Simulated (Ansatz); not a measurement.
**ClFGe₂H₂O: single points with varied inputs**

Aim: run ClFGe₂H₂O under a spread of inputs, and see what each costs and gives.

Method: the settings change from run to run; program: Ansatz 0.2.0, Gaussian basis.

## (1) The geometry

The structure was relaxed beforehand with PBE0-D4 in a triple-zeta def2 set.

SMILES `[F][Ge@H]1[O][Ge@H]1[Cl]`, 7 atoms, charge 0, spin multiplicity 1.

Atoms are counted from 1 here; the program's logs count them from 0.

Bond lengths: F1–Ge2 1.730 Å, Ge2–O3 1.813 Å, Ge2–Ge4 2.314 Å, Ge2–H6 1.532 Å, O3–Ge4 1.824 Å, Ge4–Cl5 2.135 Å, Ge4–H7 1.532 Å. Angles: F1–Ge2–O3 111.0°, F1–Ge2–Ge4 118.5°, F1–Ge2–H6 105.9°, O3–Ge2–Ge4 50.7°, O3–Ge2–H6 116.2°, Ge4–Ge2–H6 135.5°, Ge2–O3–Ge4 79.0°, Ge2–Ge4–O3 50.3°, Ge2–Ge4–Cl5 120.4°, Ge2–Ge4–H7 131.5°, O3–Ge4–Cl5 112.6°, O3–Ge4–H7 114.5°, Cl5–Ge4–H7 108.0°.

## (2) wB97M-V/6-31G*

Contents of in.yaml:

```yaml
crystal:
  periodic: [false, false, false]
  atoms:
    - {symbol: F, position_ang: [-2.314046, -0.078529, 0.729388]}
    - {symbol: Ge, position_ang: [-0.613965, 0.047569, 1.021473]}
    - {symbol: O, position_ang: [0.299662, -1.220401, 0.102807]}
    - {symbol: Ge, position_ang: [0.803621, 0.286886, -0.792267]}
    - {symbol: Cl, position_ang: [0.015273, 0.365581, -2.774704]}
    - {symbol: H, position_ang: [-0.447538, 0.031975, 2.543911]}
    - {symbol: H, position_ang: [2.318292, 0.498920, -0.876309]}
basis:
  gaussian: {orbitals: "6-31G*"}
hamiltonian: {xc: {name: wB97M-V}}
output: {forces: true}
```

Run with:

```sh
> ansatz run in.yaml --threads 4 --pin off --events-out ev --progress --plain --max-ram 10444MiB
```

Standard output (excerpt; [...] marks lines left out):

```text
Functional definition: wB97M-V
  name "wB97M-V"
  cite "Mardirossian & Head-Gordon, J. Chem. Phys. 144, 214110 (2016) doi:10.1063/1.4952647"
  cite "Becke, J. Chem. Phys. 107, 8554 (1997) doi:10.1063/1.475007"
  cite "Vydrov & Van Voorhis, J. Chem. Phys. 133, 244103 (2010) doi:10.1063/1.3521275"
  # Of w^i u^j: cxij and so on, Table III.
[...]
  gx(w, u) = 1 - cx + cx01*u + cx10*w
  gss(w, u) = css00 + css04*u^4 + css10*w + css20*w^2 + css43*w^4*u^3
  gos(w, u) = cos00 + cos10*w + (cos20 + cos21*u)*w^2 + (cos60 + cos61*u)*w^6
[...]
      + integral(e_c_pw_mod_opposite_spin*gos(b97_w_opposite, b97_u_opposite)) + vv10(b, c)
1098 factors; integrals over basis functions are off by at most 6.4e-4 eV
257 factors; integrals over basis functions are off by at most 5.5e-6 eV
[...]
mean field -130333.43930595 eV, -4789.6655513154 hartree, gradient 3.2e-5 eV, S^2 0.000000; 0 other end points of the search recorded, 0 dependent functions left out
[...]
reference -130333.43936015 eV, -4789.6655533074 hartree; 50, 50 occupied and 73, 73 virtual orbitals, 1098 factors
Total energy: -130333.43936015 eV, -4789.6655533074 hartree
Atom 0 at    -2.314046    -0.078529     0.729388 Å, force    -0.032726     0.039454     0.023023 eV/Å
Atom 1 at    -0.613965     0.047569     1.021473 Å, force    -0.144544     0.111174     0.053856 eV/Å
Atom 2 at     0.299662    -1.220401     0.102807 Å, force     0.101805    -0.381228    -0.002207 eV/Å
Atom 3 at     0.803621     0.286886    -0.792267 Å, force     0.187834     0.186643     0.178268 eV/Å
Atom 4 at     0.015273     0.365581    -2.774704 Å, force    -0.083036     0.017539    -0.213065 eV/Å
Atom 5 at    -0.447538     0.031975     2.543911 Å, force     0.025766     0.025088    -0.026686 eV/Å
Atom 6 at     2.318292     0.498920    -0.876309 Å, force    -0.055100     0.001330    -0.013191 eV/Å
Dipole moment:     0.471541     0.447487     0.443726 e Å
```

It took 4.2 s on 4 threads of Intel Xeon 6975P-C, shared host.

Largest force 0.395 eV/Å, dipole 3.78 D.

## (3) PBE-QIDH/def2-TZVPD

in.yaml: that of step 2 with these lines changed.

```diff
@@ -11,4 +11,4 @@
 basis:
-  gaussian: {orbitals: "6-31G*"}
-hamiltonian: {xc: {name: wB97M-V}}
+  gaussian: {orbitals: def2-TZVPD}
+hamiltonian: {xc: {name: PBE-QIDH}}
 output: {forces: true}
```

Launched as before.

Standard output (excerpt; [...] marks lines left out):

```text
Functional definition: PBE-QIDH
  name "PBE-QIDH"
  cite "Brémond, Sancho-García, Pérez-Jiménez & Adamo, J. Chem. Phys. 141, 031101 (2014) doi:10.1063/1.4890314"
  cite "Perdew, Burke & Ernzerhof, Phys. Rev. Lett. 77, 3865 (1996) doi:10.1103/PhysRevLett.77.3865"
[...]
1609 factors; integrals over basis functions are off by at most 1.1e-3 eV
[...]
mean field -130304.59003314 eV, -4788.6053600944 hartree, gradient 2.6e-6 eV, S^2 0.000000; 0 other end points of the search recorded, 0 dependent functions left out
25 core orbitals not correlated: weight in the atoms' cores, before any rotation towards them, 1.000 or more for the frozen orbitals, at most 0.000 for the correlated occupied ones
reference -130304.59005477 eV, -4788.6053608895 hartree; 25, 25 occupied and 202, 202 virtual orbitals, 1609 factors
second order -36.06112254 eV of doubles, -0.00000000 eV of singles
[...]
Total energy: -130316.61042895 eV, -4789.0471014929 hartree
Atom 0 at    -2.314046    -0.078529     0.729388 Å, force     0.351944     0.042244     0.064378 eV/Å
Atom 1 at    -0.613965     0.047569     1.021473 Å, force    -0.124142    -0.159992    -0.102046 eV/Å
Atom 2 at     0.299662    -1.220401     0.102807 Å, force    -0.040452     0.240554    -0.001206 eV/Å
Atom 3 at     0.803621     0.286886    -0.792267 Å, force    -0.058851    -0.137158     0.002697 eV/Å
Atom 4 at     0.015273     0.365581    -2.774704 Å, force     0.092736    -0.001983     0.231649 eV/Å
Atom 5 at    -0.447538     0.031975     2.543911 Å, force    -0.022137     0.024359    -0.205126 eV/Å
Atom 6 at     2.318292     0.498920    -0.876309 Å, force    -0.199097    -0.008024     0.009654 eV/Å
Dipole moment:     0.494251     0.423219     0.383864 e Å
```

It took 13 s on 4 threads of Intel Xeon 6975P-C, shared host; peak memory 0.94 GiB.

Largest force 0.360 eV/Å, dipole 3.63 D.

## (4) r2SCAN/def2-TZVPD

Set apart from the defaults: D3(BJ) dispersion, relativity set to scalar.

in.yaml: that of step 3 with these lines changed.

```diff
@@ -12,3 +12,3 @@
   gaussian: {orbitals: def2-TZVPD}
-hamiltonian: {xc: {name: PBE-QIDH}}
+hamiltonian: {xc: {name: r2SCAN}, dispersion: d3bj, pseudopotentials: {relativity: scalar}}
 output: {forces: true}
```

The command is unchanged.

Standard output (excerpt; [...] marks lines left out):

```text
Warning: the engine holds no damping parameters fitted to this dispersion correction and functional, so the run takes those fitted to r2scan beside the three-body term, which d3bj leaves out (hamiltonian.dispersion, under Limitations)
Functional definition: r2SCAN
  name "r2SCAN"
  cite "Furness, Kaplan, Ning, Perdew & Sun, J. Phys. Chem. Lett. 11, 8208 (2020) doi:10.1021/acs.jpclett.0c02405"
  cite "Furness, Kaplan, Ning, Perdew & Sun, J. Phys. Chem. Lett. 11, 9248 (2020) doi:10.1021/acs.jpclett.0c03077"
  parent r2scan
[...]
1509 factors; their error is unknown
[...]
mean field -131328.82341317 eV, -4826.2452425604 hartree, gradient 1.6e-5 eV, S^2 0.000000; 0 other end points of the search recorded, 0 dependent functions left out
[...]
reference -131328.82343724 eV, -4826.2452434448 hartree; 50, 50 occupied and 202, 202 virtual orbitals, 1509 factors
Total energy: -131328.87050558 eV, -4826.2469731744 hartree
Relativity: scalar
Atom 0 at    -2.314046    -0.078529     0.729388 Å, force     0.022859    -0.030815    -0.007492 eV/Å
Atom 1 at    -0.613965     0.047569     1.021473 Å, force     0.140982     0.153332     0.026139 eV/Å
Atom 2 at     0.299662    -1.220401     0.102807 Å, force     0.008747    -0.124080    -0.007652 eV/Å
Atom 3 at     0.803621     0.286886    -0.792267 Å, force     0.017399     0.125453     0.124716 eV/Å
Atom 4 at     0.015273     0.365581    -2.774704 Å, force     0.011397    -0.026417     0.024555 eV/Å
Atom 5 at    -0.447538     0.031975     2.543911 Å, force    -0.035665    -0.038016    -0.160030 eV/Å
Atom 6 at     2.318292     0.498920    -0.876309 Å, force    -0.165719    -0.059457    -0.000236 eV/Å
Dipole moment:     0.475847     0.385599     0.370813 e Å
```

Run time: 3.9 s. Hardware: 4 threads of Intel Xeon 6975P-C, shared host; peak memory 0.5 GiB.

Largest force 0.210 eV/Å, dipole 3.44 D.

## (5) MP2/cc-pVTZ-DK

Set apart from the defaults: high accuracy.

in.yaml: that of step 4 with these lines changed.

```diff
@@ -11,4 +11,6 @@
 basis:
-  gaussian: {orbitals: def2-TZVPD}
-hamiltonian: {xc: {name: r2SCAN}, dispersion: d3bj, pseudopotentials: {relativity: scalar}}
+  gaussian: {orbitals: cc-pVTZ-DK}
+hamiltonian: {xc: {name: HF}}
+correlation: {method: mp2}
+accuracy: high
 output: {forces: true}
```

The command is unchanged.

Standard output (excerpt; [...] marks lines left out):

```text
Functional definition: HF
  name "HF"
  cite "Fock, Z. Phys. 61, 126 (1930) doi:10.1007/BF01340294"
  parent pbe
[...]
3388 factors; integrals over basis functions are off by at most 6.0e-9 eV
[...]
mean field -131454.79512706 eV, -4830.8746176592 hartree, gradient 3.9e-8 eV, S^2 0.000000; 0 other end points of the search recorded, 0 dependent functions left out
25 core orbitals not correlated: weight in the atoms' cores, before any rotation towards them, 1.000 or more for the frozen orbitals, at most 0.000 for the correlated occupied ones
reference -131454.79512706 eV, -4830.8746176592 hartree; 25, 25 occupied and 158, 158 virtual orbitals, 3388 factors
second order -29.06045270 eV of doubles, -0.00000000 eV of singles
[...]
Total energy: -131483.85557977 eV, -4831.9425695981 hartree
Relativity: scalar
Atom 0 at    -2.314046    -0.078529     0.729388 Å, force     0.217167     0.040771     0.061548 eV/Å
Atom 1 at    -0.613965     0.047569     1.021473 Å, force     0.032252     0.063701     0.098626 eV/Å
Atom 2 at     0.299662    -1.220401     0.102807 Å, force     0.043941    -0.190720     0.004212 eV/Å
Atom 3 at     0.803621     0.286886    -0.792267 Å, force     0.123110     0.103306     0.111172 eV/Å
Atom 4 at     0.015273     0.365581    -2.774704 Å, force     0.082245     0.005553     0.174309 eV/Å
Atom 5 at    -0.447538     0.031975     2.543911 Å, force    -0.054752     0.024257    -0.460085 eV/Å
Atom 6 at     2.318292     0.498920    -0.876309 Å, force    -0.443963    -0.046867     0.010218 eV/Å
Dipole moment:     0.472728     0.401918     0.382263 e Å
```

Wall time 19 s (4 threads of Intel Xeon 6975P-C, shared host); peak memory 1.5 GiB.

Largest force 0.464 eV/Å, dipole 3.50 D.

## (6) LC-wPBE/cc-pVDZ

Set apart from the defaults: charge +1, multiplicity 2, restricted open-shell orbitals.

in.yaml: that of step 5 with these lines changed.

```diff
@@ -11,6 +11,6 @@
 basis:
-  gaussian: {orbitals: cc-pVTZ-DK}
-hamiltonian: {xc: {name: HF}}
-correlation: {method: mp2}
-accuracy: high
+  gaussian: {orbitals: cc-pVDZ}
+total_charge: 1
+magnetization: {spin_polarized: false, initial_magnetization: 1}
+hamiltonian: {xc: {name: LC-wPBE}}
 output: {forces: true}
```

Launched as before.

Standard output (excerpt; [...] marks lines left out):

```text
Functional definition: LC-wPBE
  name "LC-wPBE"
  cite "Vydrov & Scuseria, J. Chem. Phys. 125, 234109 (2006) doi:10.1063/1.2409292"
  cite "Heyd & Scuseria, J. Chem. Phys. 120, 7274 (2004) doi:10.1063/1.1668634"
  cite "Ernzerhof & Perdew, J. Chem. Phys. 109, 3313 (1998) doi:10.1063/1.476928"
  cite "Perdew, Burke & Ernzerhof, Phys. Rev. Lett. 77, 3865 (1996) doi:10.1103/PhysRevLett.77.3865"
  parent pbe
[...]
1401 factors; their error is unknown
332 factors; integrals over basis functions are off by at most 1.5e-5 eV
[...]
mean field -130324.88219137 eV, -4789.3510831549 hartree, gradient 5.1e-5 eV, S^2 0.750000; 1 other end points of the search recorded, 0 dependent functions left out
[...]
reference -130324.88219138 eV, -4789.3510831551 hartree; 50, 49 occupied and 60, 61 virtual orbitals, 1401 factors
Total energy: -130324.88219138 eV, -4789.3510831551 hartree
Atom 0 at    -2.314046    -0.078529     0.729388 Å, force     0.677331     0.351895    -0.264678 eV/Å
Atom 1 at    -0.613965     0.047569     1.021473 Å, force    -2.474604    -1.715659     2.724639 eV/Å
Atom 2 at     0.299662    -1.220401     0.102807 Å, force    -0.200294     1.211923     0.020171 eV/Å
Atom 3 at     0.803621     0.286886    -0.792267 Å, force     1.885975    -0.791880    -3.951307 eV/Å
Atom 4 at     0.015273     0.365581    -2.774704 Å, force     0.159200     0.156729     1.362200 eV/Å
Atom 5 at    -0.447538     0.031975     2.543911 Å, force     0.246368     0.455092    -0.307450 eV/Å
Atom 6 at     2.318292     0.498920    -0.876309 Å, force    -0.293976     0.331899     0.416425 eV/Å
Dipole moment:     0.659707     0.498037     0.592260 e Å
```

Run time: 2.5 s. Hardware: 4 threads of Intel Xeon 6975P-C, shared host.

Largest force 4.449 eV/Å.

## (7) LC-wPBE/cc-pVDZ

Options: coordinates scaled by 0.92, a grid of angular degree 23, high accuracy.

Contents of in.yaml:

```yaml
crystal:
  periodic: [false, false, false]
  atoms:
    - {symbol: F, position_ang: [-2.128923, -0.072247, 0.671037]}
    - {symbol: Ge, position_ang: [-0.564848, 0.043763, 0.939755]}
    - {symbol: O, position_ang: [0.275689, -1.122769, 0.094582]}
    - {symbol: Ge, position_ang: [0.739332, 0.263935, -0.728886]}
    - {symbol: Cl, position_ang: [0.014051, 0.336335, -2.552728]}
    - {symbol: H, position_ang: [-0.411735, 0.029417, 2.340398]}
    - {symbol: H, position_ang: [2.132829, 0.459006, -0.806204]}
basis:
  gaussian: {orbitals: cc-pVDZ, final_grid: {core_spheres: 8, valence_spheres: 7, degree: 23}}
hamiltonian: {xc: {name: LC-wPBE}}
accuracy: high
```

Launched as before.

Standard output (excerpt; [...] marks lines left out):

```text
Functional definition: LC-wPBE
  name "LC-wPBE"
  cite "Vydrov & Scuseria, J. Chem. Phys. 125, 234109 (2006) doi:10.1063/1.2409292"
  cite "Heyd & Scuseria, J. Chem. Phys. 120, 7274 (2004) doi:10.1063/1.1668634"
  cite "Ernzerhof & Perdew, J. Chem. Phys. 109, 3313 (1998) doi:10.1063/1.476928"
  cite "Perdew, Burke & Ernzerhof, Phys. Rev. Lett. 77, 3865 (1996) doi:10.1103/PhysRevLett.77.3865"
  parent pbe
[...]
2470 factors; integrals over basis functions are off by at most 4.4e-9 eV
548 factors; integrals over basis functions are off by at most 2.2e-9 eV
[...]
mean field -130332.46445949 eV, -4789.6297263689 hartree, gradient 5.5e-8 eV, S^2 0.000000; 0 other end points of the search recorded, 0 dependent functions left out
reference -130332.46445949 eV, -4789.6297263689 hartree; 50, 50 occupied and 60, 60 virtual orbitals, 2470 factors
Total energy: -130332.46445949 eV, -4789.6297263689 hartree
```

It took 2 s on 4 threads of Intel Xeon 6975P-C, shared host.

## (8) r2SCAN50/def2-SVP

Options: D3(BJ) dispersion, relativity set to none.

Contents of in.yaml:

```yaml
crystal:
  periodic: [false, false, false]
  atoms:
    - {symbol: F, position_ang: [-2.314046, -0.078529, 0.729388]}
    - {symbol: Ge, position_ang: [-0.613965, 0.047569, 1.021473]}
    - {symbol: O, position_ang: [0.299662, -1.220401, 0.102807]}
    - {symbol: Ge, position_ang: [0.803621, 0.286886, -0.792267]}
    - {symbol: Cl, position_ang: [0.015273, 0.365581, -2.774704]}
    - {symbol: H, position_ang: [-0.447538, 0.031975, 2.543911]}
    - {symbol: H, position_ang: [2.318292, 0.498920, -0.876309]}
basis:
  gaussian: {orbitals: def2-SVP}
hamiltonian: {xc: {name: r2SCAN50}, dispersion: d3bj, pseudopotentials: {relativity: none}}
```

Launched as before.

Standard output (excerpt; [...] marks lines left out):

```text
Warning: the engine holds no damping parameters fitted to this dispersion correction and functional, so the run takes those fitted to r2scan50 beside the three-body term, which d3bj leaves out (hamiltonian.dispersion, under Limitations)
Functional definition: r2SCAN50
  name "r2SCAN50"
  cite "Bursch, Neugebauer, Ehlert & Grimme, J. Chem. Phys. 156, 134105 (2022) doi:10.1063/5.0086040"
  cite "Furness, Kaplan, Ning, Perdew & Sun, J. Phys. Chem. Lett. 11, 8208 (2020) doi:10.1021/acs.jpclett.0c02405"
  cite "Furness, Kaplan, Ning, Perdew & Sun, J. Phys. Chem. Lett. 11, 9248 (2020) doi:10.1021/acs.jpclett.0c03077"
  parent r2scan
[...]
1144 factors; integrals over basis functions are off by at most 1.4e-3 eV
[...]
mean field -130328.51416808 eV, -4789.4845558372 hartree, gradient 4.5e-5 eV, S^2 0.000000; 0 other end points of the search recorded, 0 dependent functions left out
reference -130328.51417354 eV, -4789.4845560378 hartree; 50, 50 occupied and 70, 70 virtual orbitals, 1144 factors
Total energy: -130328.58162294 eV, -4789.4870347574 hartree
```

It took 1.9 s on 4 threads of Intel Xeon 6975P-C, shared host.

## (9) r2SCAN50/aug-pcseg-2

in.yaml: that of step 8 with these lines changed.

```diff
@@ -11,3 +11,4 @@
 basis:
-  gaussian: {orbitals: def2-SVP}
-hamiltonian: {xc: {name: r2SCAN50}, dispersion: d3bj, pseudopotentials: {relativity: none}}
+  gaussian: {orbitals: aug-pcseg-2}
+hamiltonian: {xc: {name: r2SCAN50}}
+output: {forces: true}
```

The command is unchanged.

Standard output (excerpt; [...] marks lines left out):

```text
Functional definition: r2SCAN50
  name "r2SCAN50"
  cite "Bursch, Neugebauer, Ehlert & Grimme, J. Chem. Phys. 156, 134105 (2022) doi:10.1063/5.0086040"
  cite "Furness, Kaplan, Ning, Perdew & Sun, J. Phys. Chem. Lett. 11, 8208 (2020) doi:10.1021/acs.jpclett.0c02405"
  cite "Furness, Kaplan, Ning, Perdew & Sun, J. Phys. Chem. Lett. 11, 9248 (2020) doi:10.1021/acs.jpclett.0c03077"
  parent r2scan
[...]
1935 factors; their error is unknown
[...]
mean field -130354.56652072 eV, -4790.4419621376 hartree, gradient 2.3e-5 eV, S^2 0.000000; 0 other end points of the search recorded, 0 dependent functions left out
[...]
reference -130354.56653654 eV, -4790.4419627190 hartree; 50, 50 occupied and 256, 256 virtual orbitals, 1935 factors
Total energy: -130354.56653654 eV, -4790.4419627190 hartree
Atom 0 at    -2.314046    -0.078529     0.729388 Å, force     0.821909     0.061160     0.127824 eV/Å
Atom 1 at    -0.613965     0.047569     1.021473 Å, force    -0.289283    -0.522614    -0.300204 eV/Å
Atom 2 at     0.299662    -1.220401     0.102807 Å, force    -0.182513     0.986613     0.006908 eV/Å
Atom 3 at     0.803621     0.286886    -0.792267 Å, force    -0.117666    -0.513101     0.132537 eV/Å
Atom 4 at     0.015273     0.365581    -2.774704 Å, force     0.126537    -0.011249     0.336487 eV/Å
Atom 5 at    -0.447538     0.031975     2.543911 Å, force    -0.037240     0.023640    -0.331201 eV/Å
Atom 6 at     2.318292     0.498920    -0.876309 Å, force    -0.321745    -0.024448     0.027649 eV/Å
Dipole moment:     0.512607     0.451797     0.391927 e Å
```

Wall time 9.5 s (4 threads of Intel Xeon 6975P-C, shared host); peak memory 1.5 GiB.

Largest force 1.003 eV/Å, dipole 3.78 D.

## (10) revPBE/def2-TZVP

This run has atoms shaken by 0.15 Å.

Contents of in.yaml:

```yaml
crystal:
  periodic: [false, false, false]
  atoms:
    - {symbol: F, position_ang: [-2.412063, -0.086886, 0.594116]}
    - {symbol: Ge, position_ang: [-0.672045, -0.099203, 1.028701]}
    - {symbol: O, position_ang: [0.376297, -1.273435, 0.126142]}
    - {symbol: Ge, position_ang: [0.853088, 0.248431, -0.599250]}
    - {symbol: Cl, position_ang: [0.090014, 0.426629, -2.911238]}
    - {symbol: H, position_ang: [-0.427921, -0.076300, 2.821582]}
    - {symbol: H, position_ang: [2.309963, 0.625756, -0.668659]}
basis:
  gaussian: {orbitals: def2-TZVP}
hamiltonian: {xc: {name: revPBE}}
output: {forces: true}
```

Same command.

Standard output (excerpt; [...] marks lines left out):

```text
Functional definition: revPBE
  name "revPBE"
  cite "Zhang & Yang, Phys. Rev. Lett. 80, 890 (1998) doi:10.1103/PhysRevLett.80.890"
  cite "Perdew, Burke & Ernzerhof, Phys. Rev. Lett. 77, 3865 (1996) doi:10.1103/PhysRevLett.77.3865"
[...]
1367 factors; their error is unknown
[...]
mean field -130346.70822128 eV, -4790.1531749598 hartree, gradient 4.1e-5 eV, S^2 0.000000; 0 other end points of the search recorded, 0 dependent functions left out
[...]
reference -130346.70827060 eV, -4790.1531767724 hartree; 50, 50 occupied and 157, 157 virtual orbitals, 1367 factors
Total energy: -130346.70827060 eV, -4790.1531767724 hartree
Atom 0 at    -2.412063    -0.086886     0.594116 Å, force     0.798362    -0.295675     0.359727 eV/Å
Atom 1 at    -0.672045    -0.099203     1.028701 Å, force    -1.435367     1.080242     3.163594 eV/Å
Atom 2 at     0.376297    -1.273435     0.126142 Å, force    -0.163404    -2.741249     0.559912 eV/Å
Atom 3 at     0.853088     0.248431    -0.599250 Å, force    -0.081554     2.343000    -3.727966 eV/Å
Atom 4 at     0.090014     0.426629    -2.911238 Å, force     0.679165    -0.160913     1.983948 eV/Å
Atom 5 at    -0.427921    -0.076300     2.821582 Å, force    -0.536419    -0.231853    -2.275202 eV/Å
Atom 6 at     2.309963     0.625756    -0.668659 Å, force     0.739218     0.006448    -0.064014 eV/Å
Dipole moment:     0.473766     0.210168     0.718825 e Å
```

Run time: 1.4 s. Hardware: 4 threads of Intel Xeon 6975P-C, shared host.

Largest force 4.404 eV/Å, dipole 4.26 D.

## (11) The runs in one table

```
               level  charge  multiplicity  geometry  functions  energy (eV)   time
      wB97M-V/6-31G*       0             1   relaxed        123  -130333.439  4.2 s
 PBE-QIDH/def2-TZVPD       0             1   relaxed        252  -130316.610   13 s
   r2SCAN/def2-TZVPD       0             1   relaxed        252  -131328.871  3.9 s
      MP2/cc-pVTZ-DK       0             1   relaxed        208  -131483.856   19 s
     LC-wPBE/cc-pVDZ       1             2   relaxed        110  -130324.882  2.5 s
     LC-wPBE/cc-pVDZ       0             1    scaled        110  -130332.464    2 s
   r2SCAN50/def2-SVP       0             1   relaxed        120  -130328.582  1.9 s
r2SCAN50/aug-pcseg-2       0             1   relaxed        306  -130354.567  9.5 s
    revPBE/def2-TZVP       0             1    shaken        207  -130346.708  1.4 s
```

## (12) Summary of results

```
                                         quantity                    value
                                             runs                        9
                                         quickest  revPBE/def2-TZVP, 1.4 s
                                          slowest     MP2/cc-pVTZ-DK, 19 s
spread of total energies, same state and geometry                1167.2 eV
                  dipole, same state and geometry           3.44 to 3.78 D
```

What this shows: MP2/cc-pVTZ-DK took 14 times as long as revPBE/def2-TZVP. The jobs differ in tasks and options as well as level. Total energies at one charge and spin differ by 1167 eV between levels, so only differences within one level mean anything. Some of these runs are scalar-relativistic and others not, which shifts the totals of all-electron atoms past neon by several eV an atom and more; core potentials, where a basis has them, take the core out of the total altogether. At the PBE0-D4/def2-TZVP geometry and in the same state, the sound runs without point charges leave forces up to 1.00 eV/Å (r2SCAN50/aug-pcseg-2), against 4.4 eV/Å where the atoms were moved. At that geometry and state the dipole changes by 10 % between the lowest and highest value.
